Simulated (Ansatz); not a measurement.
# AlGeH4N: a ladder of functionals and wavefunction methods

An exercise on one series of results from a longer session: the logs are not shown, and one member is left open.

Program: Ansatz 0.2.0, Gaussian basis. Level of theory: functionals in def2-TZVPP, the program's frozen cores in correlated methods. These are calculated values, not measurements.

Plan: LDA (SPW92), PBE-D4, revPBE-D4, BLYP-D4, r2SCAN-D4, B97M-V, PBE0-D4, B3LYP-D4, r2SCANh-D4, r2SCAN0-D4, HSE06-D4, BHLYP-D4, CAM-B3LYP-D4, LC-ωPBE, ωB97X-V, ωB97M-V, B2PLYP, PBE-QIDH; CCSD(T)/def2-SVP; CCSD(T)/def2-TZVPP; MP2/def2-QZVPP; extrapolation to the limit; RPA on PBE.

## The geometry

The geometry comes from an earlier relaxation with PBE0-D4 in a triple-zeta def2 set; it is a stationary point, not always the lowest conformer.

SMILES `[NH]1[AlH][GeH2]1`, 7 atoms, charge 0, spin multiplicity 1.

Atoms are counted from 1 here; the program's logs count them from 0.

Bond lengths: N1–Al2 1.747 Å, N1–Ge3 1.914 Å, N1–H4 1.007 Å, Al2–Ge3 2.356 Å, Al2–H5 1.578 Å, Ge3–H6 1.547 Å, Ge3–H7 1.547 Å. Angles: Al2–N1–Ge3 79.9°, Al2–N1–H4 151.4°, Ge3–N1–H4 128.7°, N1–Al2–Ge3 53.2°, N1–Al2–H5 140.4°, Ge3–Al2–H5 166.4°, N1–Ge3–Al2 46.9°, N1–Ge3–H6 112.5°, N1–Ge3–H7 112.5°, Al2–Ge3–H6 126.4°, Al2–Ge3–H7 126.4°, H6–Ge3–H7 107.0°.

Set-up of the first run:

The input, in.yaml:

```yaml
crystal:
  periodic: [false, false, false]
  atoms:
    - {symbol: N, position_ang: [-0.658336, -0.546173, -0.422835]}
    - {symbol: Al, position_ang: [0.286728, 0.643504, -1.284926]}
    - {symbol: Ge, position_ang: [0.434101, 0.111472, 1.005171]}
    - {symbol: H, position_ang: [-1.369950, -1.258236, -0.394497]}
    - {symbol: H, position_ang: [0.458895, 1.242717, -2.734390]}
    - {symbol: H, position_ang: [-0.400842, 0.734792, 2.149004]}
    - {symbol: H, position_ang: [1.310703, -0.996076, 1.636773]}
basis:
  gaussian: {orbitals: def2-TZVPP}
hamiltonian: {xc: lda}
output: {orbitals: {seedname: orbitals}}
```

Run with:

```console
$ ansatz run in.yaml --threads 2 --pin off --events-out ev --progress --plain --max-ram 4352MiB
```

Steps of the session up to this table: LDA; PBE-D4 (GGA); revPBE-D4 (GGA); BLYP-D4 (GGA); r2SCAN-D4 (meta-GGA); B97M-V (meta-GGA); B3LYP-D4 (hybrid); r2SCANh-D4 (hybrid); r2SCAN0-D4 (hybrid); HSE06-D4 (hybrid); BHLYP-D4 (hybrid); CAM-B3LYP-D4 (range-separated); LC-ωPBE (range-separated); ωB97X-V (range-separated); ωB97M-V (range-separated); B2PLYP (double hybrid); PBE-QIDH (double hybrid).

One table of the session follows, with a row left open; its other results are not shown here.

It belongs to the step «Orbital energies across the functionals». 

```
  functional  HOMO (eV)  gap (eV)
 LDA (SPW92)          ?         ?
      PBE-D4      -5.64      3.87
   revPBE-D4      -5.60      3.91
     BLYP-D4      -5.51      3.86
   r2SCAN-D4      -5.85      4.35
      B97M-V      -5.90      4.27
     PBE0-D4      -6.61      5.58
    B3LYP-D4      -6.43      5.22
  r2SCANh-D4      -6.21      4.96
  r2SCAN0-D4      -6.74      5.87
    HSE06-D4      -6.22      4.82
    BHLYP-D4      -7.46      7.22
CAM-B3LYP-D4      -7.81      7.74
     LC-ωPBE      -9.04     10.00
     ωB97X-V      -8.76      9.63
     ωB97M-V      -8.57      9.18
```

Estimate the missing values for LDA (SPW92).

As computed: HOMO (eV): -5.74; gap (eV): 3.77. In the column «HOMO (eV)» it lies between r2SCAN-D4 (-5.85) and PBE-D4 (-5.64).
